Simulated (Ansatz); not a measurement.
# CH6BInO2: rotation by 180° about the B1–In2 bond, part 2 of 2

Aim: the minimum-energy path and barrier of the rotation by 180° about the B1–In2 bond. The ends are relaxed first, then joined by a nudged elastic band. SMILES of the start: [BH2][In]([OH])[O]C.

Ansatz 0.2.0; RKS B3LYP-D4/def2-SVP. Earlier steps stand in the parts before.

### 5 The band

crystal.atoms is end A as relaxed above, and neb.final_atoms is end B, turned to lie on A. With 7 inner images the band has 9 in all.

Contents of input.yaml:

```yaml
crystal:
  periodic: [false, false, false]
  atoms:
    - { symbol: B, position_ang: [-0.28293, 2.322021, 0.874567] }
    - { symbol: In, position_ang: [0.417091, 0.758023, -0.589014] }
    - { symbol: O, position_ang: [1.447125, 1.100089, -2.277646] }
    - { symbol: O, position_ang: [0.187564, -1.246658, -0.520773] }
    - { symbol: C, position_ang: [-0.470357, -1.993839, 0.460131] }
    - { symbol: H, position_ang: [-1.323312, 2.899021, 0.696385] }
    - { symbol: H, position_ang: [0.37818, 2.588223, 1.84375] }
    - { symbol: H, position_ang: [1.63853, 0.265373, -2.73046] }
    - { symbol: H, position_ang: [-1.361555, -2.507619, 0.045054] }
    - { symbol: H, position_ang: [0.194424, -2.782858, 0.866213] }
    - { symbol: H, position_ang: [-0.824748, -1.401767, 1.331814] }
basis:
  gaussian: { orbitals: def2-SVP }
hamiltonian:
  xc: b3lyp
  dispersion: d4
neb:
  order_check: false
  images: 7
  f_tol: 0.05
  max_iterations: 60
  initial_path: idpp
  final_atoms:
    - { symbol: B, position_ang: [-0.34163099, 2.33948629, 0.83551065] }
    - { symbol: In, position_ang: [0.41270951, 0.75759778, -0.58001337] }
    - { symbol: O, position_ang: [1.45291904, 1.09347859, -2.26344927] }
    - { symbol: O, position_ang: [0.27276594, -1.25452453, -0.4667477] }
    - { symbol: C, position_ang: [-0.43939336, -2.00156267, 0.47646749] }
    - { symbol: H, position_ang: [0.32275413, 2.67547211, 1.78033483] }
    - { symbol: H, position_ang: [-1.41480671, 2.85389628, 0.65907835] }
    - { symbol: H, position_ang: [1.67182594, 0.2562297, -2.69855525] }
    - { symbol: H, position_ang: [-1.46966699, -2.23735215, 0.13588784] }
    - { symbol: H, position_ang: [0.06849417, -2.97022434, 0.65139206] }
    - { symbol: H, position_ang: [-0.5359587, -1.51248804, 1.47011538] }
```

Launch:

```console
> ansatz run input.yaml --threads 2 --pin off --max-ram 3072MiB --backend cpu --events-out ev --progress --plain --runs-dir out
```

What it wrote, cut to the lines that bear on the results:

```text
Warning: RAYON_NUM_THREADS=2 ignored (pool sized by the plan → 2); use --threads N
[...]
Functional definition: B3LYP
[...]
1303 factors; integrals over basis functions are off by at most 2.8e-4 eV
[...]
mean field -11075.37080109 eV, -407.0123697842 hartree, gradient 3.4e-5 eV, S^2 0.000000; 0 other end points of the search recorded, 0 dependent functions left out
[...]
reference -11075.37109677 eV, -407.0123806501 hartree; 27, 27 occupied and 85, 85 virtual orbitals, 1303 factors
1303 factors; integrals over basis functions are off by at most 3.2e-4 eV
[...]
mean field -11075.37266215 eV, -407.0124381769 hartree, gradient 3.3e-5 eV, S^2 0.000000; 0 other end points of the search recorded, 0 dependent functions left out
[...]
reference -11075.37295688 eV, -407.0124490081 hartree; 27, 27 occupied and 85, 85 virtual orbitals, 1303 factors
[...]
reference -11075.35978159 eV, -407.0119648251 hartree; 27, 27 occupied and 85, 85 virtual orbitals, 1303 factors
NEB iter   1: max|band force component| = 6.235e-1 eV/Å  barrier→ = 0.1068 eV  barrier← = 0.1084 eV  Δτ_max = 0.1213 Å  (251 SCF iters)
[...]
NEB iter   2: max|band force component| = 2.402e-1 eV/Å  barrier→ = 0.0432 eV  barrier← = 0.0448 eV  CI = image 4  Δτ_max = 0.0647 Å  (221 SCF iters)
[...]
1303 factors; integrals over basis functions are off by at most 3.3e-4 eV
mean field -11075.36263234 eV, -407.0120695881 hartree, gradient 7.5e-6 eV, S^2 0.000000; 0 other end points of the search recorded, 0 dependent functions left out
[...]
reference -11075.36292519 eV, -407.0120803502 hartree; 27, 27 occupied and 85, 85 virtual orbitals, 1303 factors
[...]
1303 factors; integrals over basis functions are off by at most 4.6e-4 eV
mean field -11075.34730363 eV, -407.0115062682 hartree, gradient 8.9e-6 eV, S^2 0.000000; 0 other end points of the search recorded, 0 dependent functions left out
[...]
```

### 6 The output, continued: band between the two ends

The log, continued, cut to the lines that bear on the results:

```text
reference -11075.34759489 eV, -407.0115169721 hartree; 27, 27 occupied and 85, 85 virtual orbitals, 1303 factors
[...]
1303 factors; integrals over basis functions are off by at most 4.3e-4 eV
[...]
mean field -11075.33425171 eV, -407.0110266193 hartree, gradient 8.1e-6 eV, S^2 0.000000; 0 other end points of the search recorded, 0 dependent functions left out
[...]
reference -11075.33454271 eV, -407.0110373132 hartree; 27, 27 occupied and 85, 85 virtual orbitals, 1303 factors
[...]
1303 factors; integrals over basis functions are off by at most 4.5e-4 eV
mean field -11075.32959993 eV, -407.0108556695 hartree, gradient 7.1e-6 eV, S^2 0.000000; 0 other end points of the search recorded, 0 dependent functions left out
[...]
reference -11075.32988778 eV, -407.0108662476 hartree; 27, 27 occupied and 85, 85 virtual orbitals, 1303 factors
[...]
Atom 2 at     0.408750     1.008675    -2.704855 Å, force    -0.004509    -0.002976    -0.004473 eV/Å
Atom 3 at     0.493369    -1.204103    -0.420574 Å, force    -0.006067     0.014476    -0.022840 eV/Å
Atom 4 at     0.340305    -1.915305     0.771447 Å, force     0.004525    -0.012273     0.033999 eV/Å
Atom 5 at    -0.979331     3.400275     0.334172 Å, force     0.005089    -0.006117    -0.000249 eV/Å
Atom 6 at    -1.084767     1.952458     1.824983 Å, force     0.002776     0.004072    -0.003740 eV/Å
Atom 7 at     0.733715     0.190119    -3.108002 Å, force     0.003761     0.003480     0.000004 eV/Å
Atom 8 at    -0.508906    -2.628028     0.718010 Å, force     0.002669     0.000961    -0.005558 eV/Å
Atom 9 at     1.247280    -2.516383     0.983150 Å, force    -0.002791     0.004805     0.000557 eV/Å
Atom 10 at     0.165541    -1.279468     1.666632 Å, force    -0.003216    -0.003884    -0.006808 eV/Å
Dipole moment:    -0.192844     0.166000     0.495528 e Å
this run last wrote the band of iteration 4 to <dir>
```

Wall time 92 s (2 threads of Intel Xeon Platinum 8488C (Sapphire Rapids), shared host); peak memory 0.28 GiB.

### 7 The band, image by image

Images 0 and 8 are the ends. Energies count from image 0; the path length is the program's own measure over all atoms.

| image | path (Å) | energy (eV) | dihedral H7–B1–In2–O3 (°) | band force (eV/Å) |
| --- | --- | --- | --- | --- |
| 0 | 0.000 | 0.0000 | -95 | - |
| 1 | 0.552 | 0.0075 | -116 | 0.008 |
| 2 | 1.104 | 0.0218 | -138 | 0.027 |
| 3 | 1.656 | 0.0348 | -161 | 0.043 |
| 4* | 2.208 | 0.0399 | 176 | 0.034 |
| 5 | 2.765 | 0.0347 | 153 | 0.027 |
| 6 | 3.321 | 0.0206 | 131 | 0.015 |
| 7 | 3.878 | 0.0052 | 109 | 0.008 |
| 8 | 4.434 | -0.0016 | 88 | - |

The star marks the climbing image.

image, energy (eV) and a bar:
```
        0      0.000 #
        1      0.007 #######
        2      0.022 #################
        3      0.035 ##########################
        4      0.040 ##############################
        5      0.035 ##########################
        6      0.021 ################
        7      0.005 #####
        8     -0.002
```

The top of the band by iteration:

| iteration | highest image above image 0 (eV) | largest band force (eV/Å) |
| --- | --- | --- |
| 1 | 0.1068 | 0.623 |
| 2 | 0.0432 | 0.240 |
| 3 | 0.0402 | 0.072 |
| 4 | 0.0399 | 0.043 |

Positions of all images (Å):

```xyz
11
image=0 dE=0.0000
B    -0.283    2.322    0.875
In    0.417    0.758   -0.589
O     1.447    1.100   -2.278
O     0.188   -1.247   -0.521
C    -0.470   -1.994    0.460
H    -1.323    2.899    0.696
H     0.378    2.588    1.844
H     1.639    0.265   -2.730
H    -1.362   -2.508    0.045
H     0.194   -2.783    0.866
H    -0.825   -1.402    1.332
11
image=1 dE=0.0075
B    -0.424    2.322    0.814
In    0.299    0.767   -0.652
O     1.196    1.118   -2.412
O     0.250   -1.246   -0.496
C    -0.271   -2.002    0.558
H    -1.306    3.083    0.511
H     0.070    2.398    1.908
H     1.453    0.284   -2.834
H    -1.181   -2.556    0.250
H     0.465   -2.758    0.897
H    -0.550   -1.409    1.456
11
image=2 dE=0.0218
B    -0.551    2.312    0.769
In    0.193    0.763   -0.701
O     0.934    1.103   -2.534
O     0.316   -1.241   -0.471
C    -0.073   -1.989    0.642
H    -1.219    3.237    0.387
H    -0.280    2.220    1.938
H     1.230    0.275   -2.940
H    -0.977   -2.596    0.432
H     0.728   -2.700    0.932
H    -0.299   -1.384    1.547
11
image=3 dE=0.0348
B    -0.683    2.293    0.733
In    0.093    0.749   -0.734
O     0.668    1.069   -2.630
O     0.399   -1.228   -0.446
C     0.133   -1.962    0.711
H    -1.104    3.344    0.327
H    -0.675    2.071    1.915
H     0.988    0.248   -3.033
H    -0.750   -2.623    0.585
H     0.990   -2.621    0.959
H    -0.060   -1.342    1.614
11
image=4 dE=0.0399
B    -0.814    2.266    0.696
In   -0.002    0.726   -0.761
O     0.409    1.009   -2.705
O     0.493   -1.204   -0.421
C     0.340   -1.915    0.771
H    -0.979    3.400    0.334
H    -1.085    1.952    1.825
H     0.734    0.190   -3.108
H    -0.509   -2.628    0.718
H     1.247   -2.516    0.983
H     0.166   -1.279    1.667
11
image=5 dE=0.0347
B    -0.941    2.226    0.659
In   -0.099    0.694   -0.784
O     0.146    0.915   -2.763
O     0.581   -1.171   -0.401
C     0.543   -1.847    0.821
H    -0.856    3.399    0.408
H    -1.483    1.871    1.673
H     0.493    0.100   -3.156
H    -0.281   -2.590    0.855
H     1.485   -2.409    0.981
H     0.413   -1.189    1.707
11
image=6 dE=0.0206
B    -1.060    2.180    0.624
In   -0.198    0.650   -0.800
O    -0.115    0.794   -2.800
O     0.655   -1.135   -0.388
C     0.737   -1.763    0.858
H    -0.747    3.338    0.537
H    -1.842    1.840    1.473
H     0.262   -0.012   -3.182
H    -0.059   -2.526    0.991
H     1.705   -2.292    0.959
H     0.662   -1.073    1.727
11
image=7 dE=0.0052
B    -1.181    2.124    0.599
In   -0.304    0.592   -0.804
O    -0.371    0.655   -2.809
O     0.713   -1.102   -0.383
C     0.927   -1.667    0.878
H    -0.681    3.212    0.708
H    -2.158    1.858    1.249
H     0.052   -0.130   -3.186
H     0.170   -2.440    1.123
H     1.915   -2.166    0.909
H     0.918   -0.936    1.716
11
image=8 dE=-0.0016
B    -0.695    2.337    0.588
In    0.352    0.753   -0.625
O     1.455    1.076   -2.270
O     0.462   -1.243   -0.329
C    -0.212   -1.993    0.639
H    -0.146    2.839    1.533
H    -1.810    2.686    0.302
H     1.809    0.241   -2.610
H    -1.178   -2.393    0.264
H     0.402   -2.866    0.934
H    -0.439   -1.437    1.574
```

### 8 Vibrations at the top

The geometry is the highest inner image of the first converged band.

Contents of input.yaml:

```yaml
crystal:
  periodic: [false, false, false]
  atoms:
    - { symbol: B, position_ang: [-0.814216, 2.26568, 0.695651] }
    - { symbol: In, position_ang: [-0.001728, 0.726089, -0.760593] }
    - { symbol: O, position_ang: [0.40875, 1.008675, -2.704855] }
    - { symbol: O, position_ang: [0.493369, -1.204103, -0.420574] }
    - { symbol: C, position_ang: [0.340305, -1.915305, 0.771447] }
    - { symbol: H, position_ang: [-0.979331, 3.400275, 0.334172] }
    - { symbol: H, position_ang: [-1.084767, 1.952458, 1.824983] }
    - { symbol: H, position_ang: [0.733715, 0.190119, -3.108002] }
    - { symbol: H, position_ang: [-0.508906, -2.628028, 0.71801] }
    - { symbol: H, position_ang: [1.24728, -2.516383, 0.98315] }
    - { symbol: H, position_ang: [0.165541, -1.279468, 1.666632] }
basis:
  gaussian: { orbitals: def2-SVP }
hamiltonian:
  xc: b3lyp
  dispersion: d4
phonons: {}
```

Launch:

```console
> ansatz run input.yaml --threads 2 --pin off --max-ram 3072MiB --backend cpu --events-out ev --progress --plain --runs-dir out
```

What it wrote, cut to the lines that bear on the results:

```text
Warning: RAYON_NUM_THREADS=2 ignored (pool sized by the plan → 2); use --threads N
[...]
[... 1 set-up line as earlier in the session ...]
[...]
1304 factors; integrals over basis functions are off by at most 4.3e-4 eV
[...]
mean field -11075.33003606 eV, -407.0108716970 hartree, gradient 5.5e-5 eV, S^2 0.000000; 0 other end points of the search recorded, 0 dependent functions left out
[...]
reference -11075.33032438 eV, -407.0108822926 hartree; 27, 27 occupied and 85, 85 virtual orbitals, 1304 factors
[...]
1304 factors; integrals over basis functions are off by at most 4.3e-4 eV
mean field -11075.32997796 eV, -407.0108695619 hartree, gradient 1.7e-6 eV, S^2 0.000000; 0 other end points of the search recorded, 0 dependent functions left out
[...]
reference -11075.33026630 eV, -407.0108801579 hartree; 27, 27 occupied and 85, 85 virtual orbitals, 1304 factors
[...]
1304 factors; integrals over basis functions are off by at most 4.4e-4 eV
[...]
WARN: phonons: modes at or below zero, which the zero-point energy, F, S and C_V leave out: 1, the lowest at -89.79 cm⁻¹. A minimum has none, and a first-order saddle one
[...]
Atom 2 at     0.408750     1.008675    -2.704855 Å, force    -0.004564    -0.003088    -0.004510 eV/Å
Atom 3 at     0.493369    -1.204103    -0.420574 Å, force    -0.006011     0.014508    -0.022857 eV/Å
Atom 4 at     0.340305    -1.915305     0.771447 Å, force     0.004477    -0.012297     0.033975 eV/Å
Atom 5 at    -0.979331     3.400275     0.334172 Å, force     0.005078    -0.006102    -0.000252 eV/Å
Atom 6 at    -1.084767     1.952458     1.824983 Å, force     0.002773     0.004070    -0.003732 eV/Å
Atom 7 at     0.733715     0.190119    -3.108002 Å, force     0.003769     0.003517     0.000002 eV/Å
Atom 8 at    -0.508906    -2.628028     0.718010 Å, force     0.002666     0.000962    -0.005568 eV/Å
Atom 9 at     1.247280    -2.516383     0.983150 Å, force    -0.002785     0.004795     0.000560 eV/Å
Atom 10 at     0.165541    -1.279468     1.666632 Å, force    -0.003231    -0.003889    -0.006788 eV/Å
Dipole moment:    -0.192844     0.166000     0.495528 e Å
Vibrations: -89.79 57.64 79.87 85.84 114.78 118.60 218.57 357.77 452.34 510.64 594.22 601.03 803.21 844.00 1120.63 1141.32 1171.80 1193.34 1463.57 1474.97 1479.81 2593.77 2711.72 2930.63 2987.96 3012.33 3811.22 cm⁻¹, zero-point energy 1.979505 eV
```

It took 2.1 min on 2 threads of Intel Xeon Platinum 8488C (Sapphire Rapids), shared host; peak memory 0.29 GiB.

Of 27 modes, 1 is imaginary by more than 30 cm⁻¹ (90i cm⁻¹).

### 9 Another band, settings changed

crystal.atoms is end A as relaxed above, and neb.final_atoms is end B, turned to lie on A. With 7 inner images the band has 9 in all.

Contents of input.yaml:

```yaml
crystal:
  periodic: [false, false, false]
  atoms:
    - { symbol: B, position_ang: [-0.28293, 2.322021, 0.874567] }
    - { symbol: In, position_ang: [0.417091, 0.758023, -0.589014] }
    - { symbol: O, position_ang: [1.447125, 1.100089, -2.277646] }
    - { symbol: O, position_ang: [0.187564, -1.246658, -0.520773] }
    - { symbol: C, position_ang: [-0.470357, -1.993839, 0.460131] }
    - { symbol: H, position_ang: [-1.323312, 2.899021, 0.696385] }
    - { symbol: H, position_ang: [0.37818, 2.588223, 1.84375] }
    - { symbol: H, position_ang: [1.63853, 0.265373, -2.73046] }
    - { symbol: H, position_ang: [-1.361555, -2.507619, 0.045054] }
    - { symbol: H, position_ang: [0.194424, -2.782858, 0.866213] }
    - { symbol: H, position_ang: [-0.824748, -1.401767, 1.331814] }
basis:
  gaussian: { orbitals: def2-SVP }
hamiltonian:
  xc: b3lyp
  dispersion: d4
neb:
  order_check: false
  images: 7
  f_tol: 0.05
  max_iterations: 60
  initial_path: idpp
  spring: 50.0
  final_atoms:
    - { symbol: B, position_ang: [-0.34163099, 2.33948629, 0.83551065] }
    - { symbol: In, position_ang: [0.41270951, 0.75759778, -0.58001337] }
    - { symbol: O, position_ang: [1.45291904, 1.09347859, -2.26344927] }
    - { symbol: O, position_ang: [0.27276594, -1.25452453, -0.4667477] }
    - { symbol: C, position_ang: [-0.43939336, -2.00156267, 0.47646749] }
    - { symbol: H, position_ang: [0.32275413, 2.67547211, 1.78033483] }
    - { symbol: H, position_ang: [-1.41480671, 2.85389628, 0.65907835] }
    - { symbol: H, position_ang: [1.67182594, 0.2562297, -2.69855525] }
    - { symbol: H, position_ang: [-1.46966699, -2.23735215, 0.13588784] }
    - { symbol: H, position_ang: [0.06849417, -2.97022434, 0.65139206] }
    - { symbol: H, position_ang: [-0.5359587, -1.51248804, 1.47011538] }
```

Launch:

```console
> ansatz run input.yaml --threads 2 --pin off --max-ram 3072MiB --backend cpu --events-out ev --progress --plain --runs-dir out
```

What it wrote, cut to the lines that bear on the results:

```text
Warning: RAYON_NUM_THREADS=2 ignored (pool sized by the plan → 2); use --threads N
[...]
[... 1 set-up line as earlier in the session ...]
[...]
1303 factors; integrals over basis functions are off by at most 2.8e-4 eV
[...]
mean field -11075.37080109 eV, -407.0123697842 hartree, gradient 3.4e-5 eV, S^2 0.000000; 0 other end points of the search recorded, 0 dependent functions left out
[...]
reference -11075.37109677 eV, -407.0123806501 hartree; 27, 27 occupied and 85, 85 virtual orbitals, 1303 factors
1303 factors; integrals over basis functions are off by at most 3.2e-4 eV
[...]
mean field -11075.37266215 eV, -407.0124381769 hartree, gradient 3.3e-5 eV, S^2 0.000000; 0 other end points of the search recorded, 0 dependent functions left out
[...]
reference -11075.37295688 eV, -407.0124490081 hartree; 27, 27 occupied and 85, 85 virtual orbitals, 1303 factors
[...]
reference -11075.35978159 eV, -407.0119648251 hartree; 27, 27 occupied and 85, 85 virtual orbitals, 1303 factors
NEB iter   1: max|band force component| = 6.235e-1 eV/Å  barrier→ = 0.1068 eV  barrier← = 0.1084 eV  Δτ_max = 0.1213 Å  (251 SCF iters)
[...]
NEB iter   2: max|band force component| = 2.402e-1 eV/Å  barrier→ = 0.0432 eV  barrier← = 0.0448 eV  CI = image 4  Δτ_max = 0.0645 Å  (219 SCF iters)
[...]
1303 factors; integrals over basis functions are off by at most 3.3e-4 eV
mean field -11075.36263136 eV, -407.0120695521 hartree, gradient 7.5e-6 eV, S^2 0.000000; 0 other end points of the search recorded, 0 dependent functions left out
[...]
reference -11075.36292421 eV, -407.0120803143 hartree; 27, 27 occupied and 85, 85 virtual orbitals, 1303 factors
[...]
1303 factors; integrals over basis functions are off by at most 4.6e-4 eV
mean field -11075.34730305 eV, -407.0115062470 hartree, gradient 8.9e-6 eV, S^2 0.000000; 0 other end points of the search recorded, 0 dependent functions left out
[...]
```

### 10 More of the same log: band between the two ends

The log, continued, cut to the lines that bear on the results:

```text
reference -11075.34759432 eV, -407.0115169509 hartree; 27, 27 occupied and 85, 85 virtual orbitals, 1303 factors
[...]
1303 factors; integrals over basis functions are off by at most 4.3e-4 eV
[...]
mean field -11075.33425197 eV, -407.0110266285 hartree, gradient 8.1e-6 eV, S^2 0.000000; 0 other end points of the search recorded, 0 dependent functions left out
[...]
reference -11075.33454296 eV, -407.0110373224 hartree; 27, 27 occupied and 85, 85 virtual orbitals, 1303 factors
[...]
1303 factors; integrals over basis functions are off by at most 4.5e-4 eV
mean field -11075.32960136 eV, -407.0108557219 hartree, gradient 7.1e-6 eV, S^2 0.000000; 0 other end points of the search recorded, 0 dependent functions left out
[...]
reference -11075.32988920 eV, -407.0108663000 hartree; 27, 27 occupied and 85, 85 virtual orbitals, 1303 factors
[...]
Atom 2 at     0.408751     1.008679    -2.704829 Å, force    -0.004519    -0.002973    -0.004456 eV/Å
Atom 3 at     0.493366    -1.204101    -0.420566 Å, force    -0.006073     0.014411    -0.022753 eV/Å
Atom 4 at     0.340315    -1.915330     0.771446 Å, force     0.004546    -0.012190     0.033849 eV/Å
Atom 5 at    -0.979328     3.400295     0.334134 Å, force     0.005083    -0.006098    -0.000249 eV/Å
Atom 6 at    -1.084801     1.952516     1.824978 Å, force     0.002773     0.004059    -0.003728 eV/Å
Atom 7 at     0.733710     0.190122    -3.107978 Å, force     0.003766     0.003476     0.000002 eV/Å
Atom 8 at    -0.508909    -2.628035     0.718009 Å, force     0.002656     0.000945    -0.005545 eV/Å
Atom 9 at     1.247286    -2.516427     0.983108 Å, force    -0.002784     0.004787     0.000579 eV/Å
Atom 10 at     0.165586    -1.279509     1.666647 Å, force    -0.003222    -0.003874    -0.006778 eV/Å
Dipole moment:    -0.192847     0.165990     0.495540 e Å
this run last wrote the band of iteration 4 to <dir>
```

Run time: 91 s. Hardware: 2 threads of Intel Xeon Platinum 8488C (Sapphire Rapids), shared host; peak memory 0.3 GiB.

### 11 The band, image by image

Images 0 and 8 are the ends. Energies count from image 0; the path length is the program's own measure over all atoms.

| image | path (Å) | energy (eV) | dihedral H7–B1–In2–O3 (°) | band force (eV/Å) |
| --- | --- | --- | --- | --- |
| 0 | 0.000 | 0.0000 | -95 | - |
| 1 | 0.552 | 0.0075 | -116 | 0.008 |
| 2 | 1.104 | 0.0218 | -138 | 0.026 |
| 3 | 1.656 | 0.0348 | -161 | 0.043 |
| 4* | 2.208 | 0.0399 | 176 | 0.034 |
| 5 | 2.765 | 0.0347 | 153 | 0.027 |
| 6 | 3.321 | 0.0206 | 131 | 0.015 |
| 7 | 3.878 | 0.0052 | 109 | 0.008 |
| 8 | 4.434 | -0.0016 | 88 | - |

The star marks the climbing image.

image, energy (eV) and a bar:
```
        0      0.000 #
        1      0.007 #######
        2      0.022 #################
        3      0.035 ##########################
        4      0.040 ##############################
        5      0.035 ##########################
        6      0.021 ################
        7      0.005 #####
        8     -0.002
```

### 12 What came out

What follows sums up all 2 parts.

| quantity | value |
| --- | --- |
| end A | 5 moves, 0.097 eV lower |
| end B | 21 moves, 0.101 eV lower |
| first band: barrier forwards | 0.040 eV |
| first band: barrier backwards | 0.041 eV |
| first band: second end relative to first | -0.002 eV |
| first band: highest image | 4 of 0 to 8, climbing |
| first band: band iterations | 4 |
| imaginary modes at the top | 90i cm⁻¹ |
| second band | top 0.040 eV above image 0, 4 iterations, 7 inner images |
| time, first and second band | 92 s and 91 s |

In the first band: the barrier from the first end is 0.040 eV, 1.5 times kT at 300 K. The two ends lie within 2 meV of each other. The listed dihedral goes from -95° at end A through 176° at the highest image to 88° at end B. One imaginary mode, as a first-order saddle point has. The second band's top agrees with the first's to 1 meV, so the changed settings hardly move the height. These are electronic energies, with no zero-point or thermal terms.
